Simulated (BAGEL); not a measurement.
# B3LYP/6-311+G(d,p) (density fitting with qzvpp-jkfit) run of B2H4ClO− (SMILES [BH3-]B(O)Cl)

What is the energy change on altering one bond length of B2H4ClO− at B3LYP/6-311+G** (density fitting with qzvpp-jkfit)? 

The calculation is run with BAGEL 1.2.2.

2 further runs of the same task are left out: 2 set aside as unsound or not needed.

### 1 The structure to begin with

B2H4ClO− has 8 atoms, charge -1, and is taken as a singlet. SMILES: `[BH3-]B(O)Cl`. The coordinates come from a GFN2-xTB relaxation. This is one conformer, not always the lowest.

Bond lengths: B1–B2 1.690 Å, B2–O3 1.347 Å, B2–Cl4 1.856 Å, B1–H5 1.226 Å, B1–H6 1.221 Å, B1–H7 1.220 Å, O3–H8 0.962 Å. Angles: B1–B2–O3 128.6°, B1–B2–Cl4 122.0°, O3–B2–Cl4 109.3°, B2–B1–H5 107.8°, B2–B1–H6 112.6°, B2–B1–H7 111.9°, B2–O3–H8 115.8°, H5–B1–H6 107.3°, H5–B1–H7 108.0°, H6–B1–H7 109.0°.

### 2 A single-point energy at B3LYP/6-311+G(d,p) (density fitting with qzvpp-jkfit)

calc.json

```json
{ "bagel" : [

{
  "title" : "molecule",
  "basis" : "6-311+gss.json",
  "df_basis" : "qzvpp-jkfit",
  "angstrom" : true,
  "geometry" : [
    { "atom" : "B", "xyz" : [   -0.447790,    1.016350,   -0.227060 ] },
    { "atom" : "B", "xyz" : [    0.233460,   -0.506760,    0.040260 ] },
    { "atom" : "O", "xyz" : [    1.006850,   -0.913170,    1.065530 ] },
    { "atom" : "Cl", "xyz" : [   -0.095510,   -1.942480,   -1.088400 ] },
    { "atom" : "H", "xyz" : [   -1.620560,    0.971210,    0.128850 ] },
    { "atom" : "H", "xyz" : [   -0.437240,    1.334120,   -1.405530 ] },
    { "atom" : "H", "xyz" : [    0.110170,    1.884620,    0.423290 ] },
    { "atom" : "H", "xyz" : [    1.250620,   -1.843890,    1.063070 ] }
  ]
},
{
  "title" : "ks",
  "xc_func" : "b3lyp",
  "charge" : -1
},
{
  "title" : "print",
  "file" : "orbitals.molden",
  "orbitals" : true
}

]}
```

The basis set 6-311+G** is read from a file made from the Basis Set Exchange's data (not shown).

Launch:

```console
$ BAGEL_NUM_THREADS=1 BAGEL calc.json > calc.out
```

Standard output:

```text
* using 1 threads per process

  ===============================================================
  ===============================================================

  *** Geometry ***

  { "atom" : "B", "xyz" : [     -0.846200,      1.920623,     -0.429081 ] },
  { "atom" : "B", "xyz" : [      0.441175,     -0.957638,      0.076080 ] },
  { "atom" : "O", "xyz" : [      1.902671,     -1.725641,      2.013560 ] },
  { "atom" : "Cl", "xyz" : [     -0.180488,     -3.670755,     -2.056778 ] },
  { "atom" : "H", "xyz" : [     -3.062415,      1.835321,      0.243491 ] },
  { "atom" : "H", "xyz" : [     -0.826264,      2.521121,     -2.656067 ] },
  { "atom" : "H", "xyz" : [      0.208191,      3.561416,      0.799902 ] },
  { "atom" : "H", "xyz" : [      2.363329,     -3.484447,      2.008911 ] },

  Number of auxiliary basis functions:      427

  Since a DF basis is specified, we compute 2- and 3-index integrals:
    o Being stored without compression. Storage requirement is 0.049 GB

  Number of basis functions:      120
  Number of electrons      :       39

    * METHOD: MOLECULE                             0.19

  *** Kohn-Sham DFT ***

    * Removing 14829 points whose weight is below 1.00e-10
    * Grid points: 104419

  === Nuclear Repulsion ===
   129.6752458119

       - DIIS with orbital gradients will be used.

  === KS iteration (b3lyp / 6-311+gss.json) ===
      0       -514.02369465          0.19633884           0.35
      1       -385.40069589          0.22580152           0.35
      2       -492.90473890          0.16008241           0.35
      3       -571.89959978          0.09900645           0.35
      4       -569.04001106          0.11089205           0.35
      5       -586.65556058          0.04904584           0.34
      6       -579.44874970          0.10188500           0.35
      7       -587.17425465          0.02785077           0.35
      8       -587.63982901          0.01560070           0.34
      9       -587.71629097          0.00479751           0.35
     10       -587.72919505          0.00092205           0.35
     11       -587.72946911          0.00037960           0.35
     12       -587.72953518          0.00007995           0.35
     13       -587.72953839          0.00001443           0.34
     14       -587.72953843          0.00001298           0.35
     15       -587.72953851          0.00000134           0.35
     16       -587.72953851          0.00000086           0.34
     17       -587.72953851          0.00000015           0.35
     18       -587.72953851          0.00000005           0.35
     19       -587.72953851          0.00000001           0.35
     20       -587.72953851          0.00000001           0.35
    * SCF iteration converged.

    * Permanent dipole moment:
           (   -0.993547,     2.714137,    -0.242888) a.u.

    * METHOD: KS                                   7.76

    * METHOD: PRINT                                0.03

  ===============================================================
```

Wall time 8.1 s (1 thread of Arm Neoverse V2, shared host); peak memory 0.57 GiB.

### 3 The distorted shape, same level

job.json

```json
{ "bagel": [

{
  "title": "molecule",
  "basis": "6-311+gss.json",
  "df_basis": "qzvpp-jkfit",
  "angstrom": true,
  "geometry": [
    { "atom": "B", "xyz": [      -0.615189,       0.755852,      -0.422178 ] },
    { "atom": "B", "xyz": [       0.066061,      -0.767258,      -0.154858 ] },
    { "atom": "O", "xyz": [       0.839451,      -1.173668,       0.870412 ] },
    { "atom": "Cl", "xyz": [      -0.262909,      -2.202978,      -1.283518 ] },
    { "atom": "H", "xyz": [      -1.787959,       0.710712,      -0.066268 ] },
    { "atom": "H", "xyz": [      -0.604639,       1.073622,      -1.600648 ] },
    { "atom": "H", "xyz": [       0.110170,       1.884620,       0.423290 ] },
    { "atom": "H", "xyz": [       1.083221,      -2.104388,       0.867952 ] }
  ]
},

{ "title": "ks", "xc_func": "b3lyp", "charge": -1 },

{ "title": "print", "file": "orbitals.molden", "orbitals": true }

]}
```

The basis set 6-311+G** is read from a file made from the Basis Set Exchange's data (not shown).

Launch:

```console
$ BAGEL_NUM_THREADS=1 BAGEL job.json > job.out
```

Standard output:

```text
* using 1 threads per process

  ===============================================================
  ===============================================================

  *** Geometry ***

  { "atom" : "B", "xyz" : [     -1.162539,      1.428353,     -0.797801 ] },
  { "atom" : "B", "xyz" : [      0.124837,     -1.449907,     -0.292639 ] },
  { "atom" : "O", "xyz" : [      1.586332,     -2.217911,      1.644840 ] },
  { "atom" : "Cl", "xyz" : [     -0.496826,     -4.163025,     -2.425497 ] },
  { "atom" : "H", "xyz" : [     -3.378753,      1.343051,     -0.125228 ] },
  { "atom" : "H", "xyz" : [     -1.142602,      2.028852,     -3.024786 ] },
  { "atom" : "H", "xyz" : [      0.208191,      3.561416,      0.799902 ] },
  { "atom" : "H", "xyz" : [      2.046991,     -3.976717,      1.640192 ] },

  Number of auxiliary basis functions:      427

  Since a DF basis is specified, we compute 2- and 3-index integrals:
    o Being stored without compression. Storage requirement is 0.049 GB

  Number of basis functions:      120
  Number of electrons      :       39

    * METHOD: MOLECULE                             0.19

  *** Kohn-Sham DFT ***

    * Removing 14441 points whose weight is below 1.00e-10
    * Grid points: 104807

  === Nuclear Repulsion ===
   128.7465837616

       - DIIS with orbital gradients will be used.

  === KS iteration (b3lyp / 6-311+gss.json) ===
      0       -514.33425171          0.19615469           0.35
      1       -387.88951432          0.22482545           0.35
      2       -493.44096586          0.16003661           0.35
      3       -571.55608980          0.09977906           0.35
      4       -569.58359034          0.11102937           0.36
      5       -586.67748352          0.04809657           0.35
      6       -579.04058628          0.09941811           0.35
      7       -587.09405787          0.02913911           0.36
      8       -587.59659477          0.01727749           0.36
      9       -587.68710839          0.00564483           0.36
     10       -587.70563596          0.00104995           0.36
     11       -587.70603782          0.00039488           0.35
     12       -587.70611563          0.00009086           0.36
     13       -587.70612000          0.00001036           0.35
     14       -587.70612005          0.00000431           0.35
     15       -587.70612006          0.00000131           0.36
     16       -587.70612006          0.00000095           0.35
     17       -587.70612006          0.00000018           0.36
     18       -587.70612006          0.00000006           0.36
     19       -587.70612006          0.00000001           0.35
     20       -587.70612006          0.00000000           0.36
    * SCF iteration converged.

    * Permanent dipole moment:
           (   -0.804967,     3.115749,     0.006680) a.u.

    * METHOD: KS                                   7.93

    * METHOD: PRINT                                0.03

  ===============================================================
```

Run time: 8.4 s. Hardware: 1 thread of Arm Neoverse V2, shared host; peak memory 0.57 GiB.

### 4 What came out

At B3LYP/6-311+G** (density fitting with qzvpp-jkfit):

| quantity | value |
| --- | --- |
| first shape: total energy | -587.72954 Eh |
| first shape: HOMO energy | -2.08 eV |
| first shape: LUMO energy | 3.00 eV |
| first shape: HOMO–LUMO gap (to an unbound level, set by the basis) | 5.08 eV |
| distorted shape: total energy | -587.70612 Eh |
| distorted shape: HOMO energy | -1.81 eV |
| distorted shape: LUMO energy | 2.94 eV |
| distorted shape: HOMO–LUMO gap (to an unbound level, set by the basis) | 4.74 eV |
| energy change with the B1–H7 bond stretched from 1.220 to 1.586 Å | 0.637 eV |

With the B1–H7 bond stretched from 1.220 to 1.586 Å the energy rises by 0.64 eV (14.7 kcal/mol). The first shape isn't relaxed at this level, so the change isn't measured from a minimum.
